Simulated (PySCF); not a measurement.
**C2H5F2Ge− (SMILES C[C](F)(F)[GeH2-]): levels of theory compared**

We compute a comparison of 6 runs (HF/STO-3G, HF/3-21G, HF/def2-SVP, B3LYP/6-31G*, MP2/3-21G) of C2H5F2Ge−. Input form: a Python script.

The calculation is run with PySCF 2.14.0.

**1. The molecule**

C2H5F2Ge−: 10 atoms, total charge -1, spin state singlet. As SMILES, `C[C](F)(F)[GeH2-]`. The shape comes from GFN2-xTB, which is rough for such elements, and wasn't checked as a minimum. This is one conformer, not always the lowest.

Bond lengths: C1–C2 1.513 Å, C2–F3 1.415 Å, C2–F4 1.391 Å, C2–Ge5 2.099 Å, C1–H6 1.088 Å, C1–H7 1.086 Å, C1–H8 1.095 Å, Ge5–H9 1.671 Å, Ge5–H10 1.637 Å. Some angles: C1–C2–F3 106.6°, C1–C2–F4 107.7°, C1–C2–Ge5 114.8°, F3–C2–F4 101.7°, F3–C2–Ge5 107.5°, F4–C2–Ge5 117.2°, C2–C1–H6 108.6°, C2–C1–H7 108.1°, C2–C1–H8 112.1°, C2–Ge5–H9 89.1°.

**2. Energy and gradient at HF/STO-3G (run 1)**

The input, input.py:

```python
import pyscf.grad
from pyscf import gto

mol = gto.Mole()
mol.atom = '''
C     -1.610406    -1.539711     0.627578
C     -0.102480     0.102574    -1.161955
F     -1.784733     0.877135    -3.089627
F      1.541204    -1.461155    -2.488221
Ge     1.430088     3.375108     0.474057
H     -2.987657    -0.359634     1.595307
H     -0.317946    -2.324873     2.014448
H     -2.589114    -3.071939    -0.359199
H      2.181273     1.681875     3.031121
H      4.239771     2.720639    -0.643527
'''
mol.basis = 'sto-3g'
mol.unit = 'bohr'
mol.spin = 0
mol.verbose = 3
mol.charge = -1
mol.max_memory = 1860
mol.build()

myscf = mol.RHF()
myscf.conv_tol = 1e-10
myscf.kernel()
if not myscf.converged:
    myscf = myscf.newton().run(myscf.mo_coeff, myscf.mo_occ)

e_tot = myscf.e_tot
print('Final energy', e_tot)
grad = myscf.Gradients().kernel()
myscf.analyze()
```

Launch:

```bash
$ OMP_NUM_THREADS=1 python input.py
```

Standard output:

```text
converged SCF energy = -2325.3818111556
[... 12 lines left out ...]
MO #3   energy= -45.0530438334645  occ= 2
[... 7 lines left out ...]
MO #11  energy= -4.13645875945552  occ= 2
[... 7 lines left out ...]
MO #19  energy= -0.392502018146016 occ= 2
[... 7 lines left out ...]
MO #27  energy= -0.264385664969681 occ= 2
[... 7 lines left out ...]
MO #35  energy= 0.638376420060711  occ= 0
[... 7 lines left out ...]
MO #43  energy= 0.951544693981198  occ= 0
[... 12 lines left out ...]
WARN: System has nonzero charge -1; the dipole moment is origin-dependent.
Location of origin: [0. 0. 0.]

Dipole moment(X, Y, Z, Debye): -3.13210, -5.45219,  0.95614
```

Run time: 3.3 s. Hardware: 1 thread of Intel Xeon at 2.70GHz, shared host; peak memory 0.12 GiB.

**3. Energy and forces at HF/3-21G (run 2)**

The input, input.py:

```python
from pyscf import gto

mol = gto.M(
    atom='''
C       -0.852190      -0.814780       0.332100
C       -0.054230       0.054280      -0.614880
F       -0.944440       0.464160      -1.634960
F        0.815570      -0.773210      -1.316710
Ge       0.756770       1.786030       0.250860
H       -1.581000      -0.190310       0.844200
H       -0.168250      -1.230270       1.066000
H       -1.370100      -1.625600      -0.190080
H        1.154280       0.890010       1.604000
H        2.243590       1.439700      -0.340540
''',
    basis='3-21g',
    max_memory=1860,
    verbose=3,
    charge=-1,
)

mf = mol.RHF()
mf.conv_tol = 1e-10
mf.kernel()
if not mf.converged:
    mf = mf.newton().run(mf.mo_coeff, mf.mo_occ)

etot = mf.e_tot
print(f'total energy: {etot:.8f} hartree')
grad = mf.nuc_grad_method().kernel()
mf.analyze()
```

Launch:

```bash
$ OMP_NUM_THREADS=1 python input.py
```

Standard output:

```text
converged SCF energy = -2341.33841822979
[... 17 lines left out ...]
MO #8   energy= -11.1277028306065  occ= 2
[... 11 lines left out ...]
MO #20  energy= -1.28455413230432  occ= 2
[... 11 lines left out ...]
MO #32  energy= -0.20326595547917  occ= 2
[... 11 lines left out ...]
MO #44  energy= 0.655978539987221  occ= 0
[... 11 lines left out ...]
MO #56  energy= 1.53382752178113   occ= 0
[... 11 lines left out ...]
MO #68  energy= 4.57434475410891   occ= 0
[... 12 lines left out ...]
WARN: System has nonzero charge -1; the dipole moment is origin-dependent.
Location of origin: [0. 0. 0.]

Dipole moment(X, Y, Z, Debye): -3.25495, -5.81116,  1.63897
```

It took 3.3 s on 1 thread of Intel Xeon at 2.70GHz, shared host; peak memory 0.14 GiB.

Runs 3 to 5 aren't shown in full; the table further down has their settings and results.

**4. Energy and forces at MP2/3-21G (run 6)**

The input, calc.py:

```python
import pyscf.grad
from pyscf import gto, mp

mol = gto.Mole()
mol.atom = '''
C   -0.852190  -0.814780   0.332100
C   -0.054230   0.054280  -0.614880
F   -0.944440   0.464160  -1.634960
F    0.815570  -0.773210  -1.316710
Ge   0.756770   1.786030   0.250860
H   -1.581000  -0.190310   0.844200
H   -0.168250  -1.230270   1.066000
H   -1.370100  -1.625600  -0.190080
H    1.154280   0.890010   1.604000
H    2.243590   1.439700  -0.340540
'''
mol.verbose = 3
mol.max_memory = 1860
mol.basis = '3-21g'
mol.charge = -1
mol.build()

mf = mol.RHF()
mf.conv_tol = 1e-10
mf.kernel()
if not mf.converged:
    mf = mf.newton().run(mf.mo_coeff, mf.mo_occ)

pt = mp.MP2(mf, frozen=13).run()
e_final = pt.e_tot
print('E(%s) = %.9f' % ('MP2', e_final))
grad = pt.Gradients().kernel()
mf.analyze()
```

Launch:

```bash
$ OMP_NUM_THREADS=1 python calc.py
```

Standard output:

```text
converged SCF energy = -2341.33841822979
[... 19 lines left out ...]
MO #8   energy= -11.1277028306065  occ= 2
[... 11 lines left out ...]
MO #20  energy= -1.28455413230432  occ= 2
[... 11 lines left out ...]
MO #32  energy= -0.20326595547917  occ= 2
[... 11 lines left out ...]
MO #44  energy= 0.655978539987221  occ= 0
[... 11 lines left out ...]
MO #56  energy= 1.53382752178113   occ= 0
[... 11 lines left out ...]
MO #68  energy= 4.57434475410891   occ= 0
[... 12 lines left out ...]
WARN: System has nonzero charge -1; the dipole moment is origin-dependent.
Location of origin: [0. 0. 0.]

Dipole moment(X, Y, Z, Debye): -3.25495, -5.81116,  1.63897
```

It took 6.9 s on 1 thread of Intel Xeon at 2.70GHz, shared host; peak memory 0.38 GiB.

**5. All runs side by side**

| run | level | integration grid | Cartesian functions | energy (Eh) | HOMO energy (eV) | LUMO energy (eV) | HOMO–LUMO gap (eV) | wall time |
| --- | --- | --- | --- | --- | --- | --- | --- | --- |
| 1 | HF/STO-3G | – | no | -2325.381811 | 1.21 | 17.37 | 16.16 | 3.3 s |
| 2 | HF/3-21G | – | no | -2341.338418 | -2.64 | 9.04 | 11.68 | 3.3 s |
| 3 | HF/def2-SVP | – | no | -2352.384478 | -2.83 | 8.69 | 11.52 | 16 s |
| 4 | B3LYP/6-31G* (spherical functions) | 5 | no | -2355.668738 | -0.25 | 5.63 | 5.87 | 52 s |
| 5 | B3LYP/6-31G* (Cartesian functions) | 5 | yes | -2355.677337 | -0.26 | 5.60 | 5.87 | 52 s |
| 6 | MP2/3-21G | – | no | -2341.803885 | -2.64 | 9.04 | 11.68 | 6.9 s |

**6. Summary of results**

```
                                                    quantity           value
                                         run 6: total energy  -2341.80388 Eh
                  run 6: HOMO energy (Hartree–Fock orbitals)        -2.64 eV
                  run 6: LUMO energy (Hartree–Fock orbitals)         9.04 eV
run 6: HOMO–LUMO gap (to an unbound level, set by the basis)        11.68 eV
         run 6: correlation energy (13 core orbitals frozen)      -465.5 mEh
                             run 6: largest force on an atom      1.792 eV/Å
```

Over runs 1, 2, 3, 4, 5 the HOMO–LUMO gap runs from 5.87 eV (B3LYP/6-31G*) to 16.16 eV (HF/STO-3G). The two ends differ in method and basis. The empty levels of an anion lie above zero and hang on the basis. In run 1 the HOMO lies above zero, so the outermost electron may be held by the basis alone. In run 1 the basis is minimal, so the values are rough. All runs together took 2.2 min, the longest 52 s.
